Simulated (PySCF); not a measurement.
# GaBr3: electronic structure in real space

For GaBr3, the scripts below analyse its density (charges, bond critical points, surface potential), see where an electron leaves and enters and measure its response to a uniform field.

Program: PySCF 2.14.0. Level of theory: levels as typed in each script, gas phase, geometry from GFN2-xTB. These are calculated values, not measurements.

## Step 1: Starting geometry

SMILES `Br[Ga](Br)Br`, 4 atoms, charge 0, spin multiplicity 1.

Bond lengths: Br1–Ga2 2.295 Å, Ga2–Br3 2.294 Å, Ga2–Br4 2.292 Å. Angles: Br1–Ga2–Br3 119.9°, Br1–Ga2–Br4 120.0°, Br3–Ga2–Br4 120.1°.

As a file:

```mol
Br3Ga
  3D, bonds by distance, orders not assigned

  4  3  0  0  0  0  0  0  0  0999 V2000
    1.5894   -1.6543    0.0000 Br  0  0
   -0.0013    0.0000    0.0000 Ga  0  0
    0.6385    2.2033    0.0000 Br  0  0
   -2.2268   -0.5490    0.0000 Br  0  0
  1  2  8  0
  2  3  8  0
  2  4  8  0
M  END
```

## Step 2: Density, bond paths and surface potential (PBE0/def2-tzvp)

input.py reads:

```python
import numpy as np
from pyscf import gto, scf, dft
from pyscf.scf import atom_ks, atom_hf
from scipy.linalg import block_diag

def solve(mol, dm0=None, hcore=None):
    mf = (dft.UKS if mol.spin else dft.RKS)(mol, xc='pbe0')
    mf.grids.level = 3
    mf = mf.density_fit(auxbasis='def2-universal-jkfit')
    mf.conv_tol, mf.max_cycle = 1e-8, 80
    if hcore is not None:
        mf.get_hcore = lambda *args: hcore
    mf.kernel(dm0)
    if not mf.converged:
        mf = mf.newton().run(mf.mo_coeff, mf.mo_occ, max_cycle=30)
    assert mf.converged, 'SCF not converged'
    return mf

mol = gto.M(atom='''
Br     1.58944    -1.65430     0.00000
Ga    -0.00133     0.00000     0.00000
Br     0.63854     2.20331     0.00000
Br    -2.22680    -0.54901     0.00000
''', basis='def2-tzvp', charge=0, spin=0, verbose=4)
mf = solve(mol)
mf.analyze()
# spherically averaged free atoms, for the promolecule
atm = atom_ks.get_atm_nrks(mol, xc='pbe0')
pro = block_diag(*[(atm[a[0]][2] * atm[a[0]][3]) @ atm[a[0]][2].T for a in mol._atom])
np.savez('result.npz', e=mf.e_tot, c=mf.mo_coeff, occ=mf.mo_occ, eps=mf.mo_energy, pro=pro, dip=mf.dip_moment(verbose=0), s2=mf.spin_square()[0])
```

Run with:

```console
OMP_NUM_THREADS=1 python input.py
```

## Step 4: Removing and adding an electron (PBE0/def2-tzvp)

input.py, as its differences from that of step 2:

```diff
@@ -25,3 +25,12 @@
 mf = solve(mol)
-mf.analyze()
+out = dict(e0=mf.e_tot, dm0=mf.make_rdm1(), c=mf.mo_coeff, occ=mf.mo_occ, eps=mf.mo_energy)
+for name, dq, spin in [('cation', 1, 1)]:
+    ion = mol.copy().set(charge=mol.charge + dq, spin=spin).build()
+    mi = solve(ion)
+    if spin and dq > 0 and mol.nao < 130:
+        c, _, stable, _ = mi.stability(return_status=True)
+        if not stable:
+            mi = solve(ion, mi.make_rdm1(c, mi.mo_occ))
+    print(name, 'vertical energy change / eV', (mi.e_tot - mf.e_tot) * 27.211386)
+    out.update({'e_' + name: mi.e_tot, 'dm_' + name: mi.make_rdm1(), 's2_' + name: mi.spin_square()[0], 'eps_' + name: mi.mo_energy, 'occ_' + name: mi.mo_occ})
 # spherically averaged free atoms, for the promolecule
@@ -29,2 +38,2 @@
 pro = block_diag(*[(atm[a[0]][2] * atm[a[0]][3]) @ atm[a[0]][2].T for a in mol._atom])
-np.savez('result.npz', e=mf.e_tot, c=mf.mo_coeff, occ=mf.mo_occ, eps=mf.mo_energy, pro=pro, dip=mf.dip_moment(verbose=0), s2=mf.spin_square()[0])
+np.savez('result.npz', pro=pro, **out)
```

## Step 6: Response to an electric field (PBE0/def2-tzvp)

input.py reads:

```python
import numpy as np
from pyscf import gto, scf, dft
from pyscf.scf import atom_ks, atom_hf
from scipy.linalg import block_diag

def solve(mol, dm0=None, hcore=None):
    mf = (dft.UKS if mol.spin else dft.RKS)(mol, xc='pbe0')
    mf.grids.level = 3
    mf = mf.density_fit(auxbasis='def2-universal-jkfit')
    mf.conv_tol, mf.max_cycle = 1e-8, 80
    if hcore is not None:
        mf.get_hcore = lambda *args: hcore
    mf.kernel(dm0)
    if not mf.converged:
        mf = mf.newton().run(mf.mo_coeff, mf.mo_occ, max_cycle=30)
    assert mf.converged, 'SCF not converged'
    return mf

mol = gto.M(atom='''
Br     1.58944    -1.65430     0.00000
Ga    -0.00133     0.00000     0.00000
Br     0.63854     2.20331     0.00000
Br    -2.22680    -0.54901     0.00000
''', basis='def2-tzvp', charge=0, spin=0, verbose=4)
field = np.array([0.004, 0.0, 0.0])  # atomic units
mol.set_common_orig(mol.atom_charges() @ mol.atom_coords() / mol.atom_charges().sum())
mf = solve(mol)
out = dict(dm0=mf.make_rdm1(), d0=mf.dip_moment(unit='AU'), e0=mf.e_tot)
for name, sign in (('p', 1), ('m', -1)):
    h = mf.get_hcore() + sign * np.einsum('x,xij->ij', field, mol.intor('int1e_r'))
    mi = solve(mol, mf.make_rdm1(), h)
    out.update({'dm' + name: mi.make_rdm1(), 'd' + name: mi.dip_moment(unit='AU'), 'e' + name: mi.e_tot})
# spherically averaged free atoms, for the promolecule
atm = atom_ks.get_atm_nrks(mol, xc='pbe0')
pro = block_diag(*[(atm[a[0]][2] * atm[a[0]][3]) @ atm[a[0]][2].T for a in mol._atom])
np.savez('result.npz', pro=pro, **out)
```

(Steps that only read results are left out.)

Before running it: what results should come out? Wanted: dipole moment; HOMO, LUMO; vertical ionisation energy; polarisability along the field.

As calculated:

| quantity | value |
| --- | --- |
| dipole moment (PBE0/def2-tzvp) | 0.02 D |
| HOMO, LUMO (PBE0/def2-tzvp) | -8.71, -2.52 eV |
| vertical ionisation energy (PBE0/def2-tzvp) | 10.57 eV |
| polarisability along the field (PBE0/def2-tzvp) | 102.1 bohr³ |

**Reading.** At PBE0/def2-tzvp: The highest Hirshfeld charge is on Ga2 (+0.41 e), the lowest on Br1, Br3 and Br4 (−0.14 e). The ionisation energy from two SCF runs, 10.57 eV, lies 1.9 eV above −ε(HOMO) = 8.71 eV of the same level, PBE0/def2-tzvp, since self-interaction lifts this functional's HOMO. The geometry was not optimised at these levels.
